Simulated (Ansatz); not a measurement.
# C₁₈H₁₂: up Jacob's ladder to CCSD(T)

An exercise on one series of results from a longer session: the logs are not shown, and one member is left open.

Computed with Ansatz 0.2.0, Gaussian basis. Level: functionals in def2-TZVPP, the program's frozen cores in correlated methods.

The runs, in order: LDA (SPW92), PBE-D4, revPBE-D4, BLYP-D4, r2SCAN-D4, B97M-V, PBE0-D4, B3LYP-D4, r2SCANh-D4, r2SCAN0-D4, HSE06-D4, BHLYP-D4, CAM-B3LYP-D4, LC-ωPBE, ωB97X-V, ωB97M-V, B2PLYP, PBE-QIDH; CCSD(T)/def2-SVP; MP2/def2-TZVPP; MP2/def2-QZVPP; RPA on PBE.

### Structure used throughout

All runs share one geometry, relaxed beforehand with PBE0-D4 in a triple-zeta def2 set.

SMILES `c1ccc2c(c1)ccc1c3ccccc3ccc21`, 30 atoms, charge 0, spin multiplicity 1.

Atoms are counted from 1 here; the program's logs count them from 0.

Bond lengths: C1–C2 1.401 Å, C1–C6 1.369 Å, C1–H19 1.084 Å, C2–C3 1.372 Å, C2–H20 1.084 Å, C3–C4 1.408 Å, C3–H21 1.082 Å, C4–C5 1.416 Å, C4–C18 1.441 Å, C5–C6 1.407 Å, C5–C7 1.418 Å, C6–H22 1.085 Å, C7–C8 1.355 Å, C7–H23 1.085 Å, C8–C9 1.422 Å, C8–H24 1.081 Å, C9–C10 1.441 Å, C9–C18 1.405 Å and more. Angles: C2–C1–C6 119.5°, C2–C1–H19 120.1°, C6–C1–H19 120.4°, C1–C2–C3 120.5°, C1–C2–H20 119.8°, C3–C2–H20 119.6°, C2–C3–C4 121.4°, C2–C3–H21 118.4°, C4–C3–H21 120.2°, C3–C4–C5 117.7°, C3–C4–C18 123.0°, C5–C4–C18 119.3°, C4–C5–C6 119.9°, C4–C5–C7 119.1°, C6–C5–C7 120.9°, C1–C6–C5 120.9°, C1–C6–H22 120.5°, C5–C6–H22 118.5° and more.

As a file:

```mol
C18H12
  3D, bonds by distance, orders not assigned

 30 33  0  0  0  0  0  0  0  0999 V2000
   -0.7611    4.5753   -0.0198 C   0  0
   -0.5290    4.0777    1.2692 C   0  0
   -0.2852    2.7422    1.4673 C   0  0
   -0.2597    1.8332    0.3918 C   0  0
   -0.4950    2.3442   -0.9072 C   0  0
   -0.7432    3.7173   -1.0870 C   0  0
   -0.4761    1.4560   -2.0125 C   0  0
   -0.2369    0.1331   -1.8451 C   0  0
    0.0048   -0.4245   -0.5599 C   0  0
    0.2589   -1.8334   -0.3917 C   0  0
    0.2867   -2.7420   -1.4675 C   0  0
    0.5322   -4.0772   -1.2695 C   0  0
    0.7637   -4.5749    0.0195 C   0  0
    0.7433   -3.7173    1.0870 C   0  0
    0.4937   -2.3444    0.9074 C   0  0
    0.4730   -1.4565    2.0128 C   0  0
    0.2339   -0.1336    1.8455 C   0  0
   -0.0068    0.4242    0.5601 C   0  0
   -0.9529    5.6316   -0.1681 H   0  0
   -0.5419    4.7519    2.1178 H   0  0
   -0.1102    2.3947    2.4765 H   0  0
   -0.9206    4.0844   -2.0925 H   0  0
   -0.6580    1.8577   -3.0036 H   0  0
   -0.2315   -0.5079   -2.7158 H   0  0
    0.1129   -2.3943   -2.4769 H   0  0
    0.5469   -4.7511   -2.1184 H   0  0
    0.9572   -5.6309    0.1676 H   0  0
    0.9201   -4.0845    2.0925 H   0  0
    0.6537   -1.8584    3.0041 H   0  0
    0.2273    0.5072    2.7163 H   0  0
  1  2  8  0
  2  3  8  0
  3  4  8  0
  4  5  8  0
  5  6  8  0
  5  7  8  0
  7  8  8  0
  8  9  8  0
  9 10  8  0
 10 11  8  0
 11 12  8  0
 12 13  8  0
 13 14  8  0
 14 15  8  0
 15 16  8  0
 16 17  8  0
 17 18  8  0
  1 19  8  0
  2 20  8  0
  3 21  8  0
  6 22  8  0
  7 23  8  0
  8 24  8  0
 11 25  8  0
 12 26  8  0
 13 27  8  0
 14 28  8  0
 16 29  8  0
 17 30  8  0
  1  6  8  0
  9 18  8  0
  4 18  8  0
 10 15  8  0
M  END
```

The first run:

Contents of in.yaml:

```yaml
crystal:
  periodic: [false, false, false]
  atoms:
    - {symbol: C, position_ang: [-0.761069, 4.575326, -0.019775]}
    - {symbol: C, position_ang: [-0.529037, 4.077693, 1.269181]}
    - {symbol: C, position_ang: [-0.285153, 2.742214, 1.467334]}
    - {symbol: C, position_ang: [-0.259714, 1.833234, 0.391786]}
    - {symbol: C, position_ang: [-0.495033, 2.344194, -0.907230]}
    - {symbol: C, position_ang: [-0.743166, 3.717343, -1.087030]}
    - {symbol: C, position_ang: [-0.476113, 1.455957, -2.012466]}
    - {symbol: C, position_ang: [-0.236913, 0.133129, -1.845102]}
    - {symbol: C, position_ang: [0.004774, -0.424508, -0.559916]}
    - {symbol: C, position_ang: [0.258888, -1.833369, -0.391693]}
    - {symbol: C, position_ang: [0.286672, -2.741962, -1.467510]}
    - {symbol: C, position_ang: [0.532178, -4.077170, -1.269541]}
    - {symbol: C, position_ang: [0.763682, -4.574893, 0.019476]}
    - {symbol: C, position_ang: [0.743286, -3.717322, 1.087018]}
    - {symbol: C, position_ang: [0.493664, -2.344419, 0.907386]}
    - {symbol: C, position_ang: [0.472989, -1.456473, 2.012822]}
    - {symbol: C, position_ang: [0.233864, -0.133634, 1.845455]}
    - {symbol: C, position_ang: [-0.006767, 0.424178, 0.560147]}
    - {symbol: H, position_ang: [-0.952861, 5.631618, -0.168058]}
    - {symbol: H, position_ang: [-0.541909, 4.751935, 2.117798]}
    - {symbol: H, position_ang: [-0.110171, 2.394725, 2.476546]}
    - {symbol: H, position_ang: [-0.920642, 4.084425, -2.092467]}
    - {symbol: H, position_ang: [-0.658013, 1.857692, -3.003596]}
    - {symbol: H, position_ang: [-0.231540, -0.507912, -2.715845]}
    - {symbol: H, position_ang: [0.112850, -2.394288, -2.476859]}
    - {symbol: H, position_ang: [0.546883, -4.751106, -2.118371]}
    - {symbol: H, position_ang: [0.957203, -5.630898, 0.167556]}
    - {symbol: H, position_ang: [0.920102, -4.084512, 2.092533]}
    - {symbol: H, position_ang: [0.653739, -1.858399, 3.004084]}
    - {symbol: H, position_ang: [0.227335, 0.507211, 2.716334]}
basis:
  gaussian: {orbitals: def2-TZVPP}
hamiltonian: {xc: lda}
output: {orbitals: {seedname: orbitals}}
```

Started as:

```bash
$ ansatz run in.yaml --threads 11 --pin off --events-out ev --progress --plain --max-ram 174080MiB --backend cuda --devices 0, --max-vram 75GiB
```

Steps of the session up to this table: LDA; PBE-D4 (GGA); revPBE-D4 (GGA); BLYP-D4 (GGA); r2SCAN-D4 (meta-GGA); B97M-V (meta-GGA); B3LYP-D4 (hybrid); r2SCANh-D4 (hybrid); r2SCAN0-D4 (hybrid); HSE06-D4 (hybrid); BHLYP-D4 (hybrid); CAM-B3LYP-D4 (range-separated); LC-ωPBE (range-separated); ωB97X-V (range-separated); ωB97M-V (range-separated); B2PLYP (double hybrid); PBE-QIDH (double hybrid).

One of the session's tables, all rows but one given; the rest of the session is left out.

It belongs to the step «Orbital energies across the functionals». 

| functional | HOMO (eV) | LUMO (eV) | gap (eV) |
| --- | --- | --- | --- |
| LDA (SPW92) | -5.48 | -2.46 | 3.03 |
| PBE-D4 | -5.25 | -2.21 | 3.04 |
| revPBE-D4 | -5.17 | -2.12 | 3.05 |
| BLYP-D4 | -5.05 | -2.01 | 3.03 |
| r2SCAN-D4 | -5.37 | -2.11 | 3.26 |
| B97M-V | -5.31 | -2.01 | 3.30 |
| PBE0-D4 | -6.04 | -1.45 | 4.59 |
| B3LYP-D4 | -5.84 | -1.58 | 4.27 |
| r2SCANh-D4 | -5.67 | -1.83 | 3.84 |
| r2SCAN0-D4 | -6.13 | -1.41 | 4.72 |
| HSE06-D4 | -5.67 | -1.81 | 3.87 |
| BHLYP-D4 | -6.63 | -0.49 | 6.14 |
| CAM-B3LYP-D4 | -7.06 | -0.45 | 6.61 |
| LC-ωPBE | ? | ? | ? |
| ωB97X-V | -7.90 | 0.43 | 8.33 |
| ωB97M-V | -7.85 | 0.38 | 8.23 |

**Question.** Estimate the row for LC-ωPBE.

The run gave: HOMO (eV): -8.22; LUMO (eV): 0.39; gap (eV): 8.61. In the column «HOMO (eV)» it is the lowest.
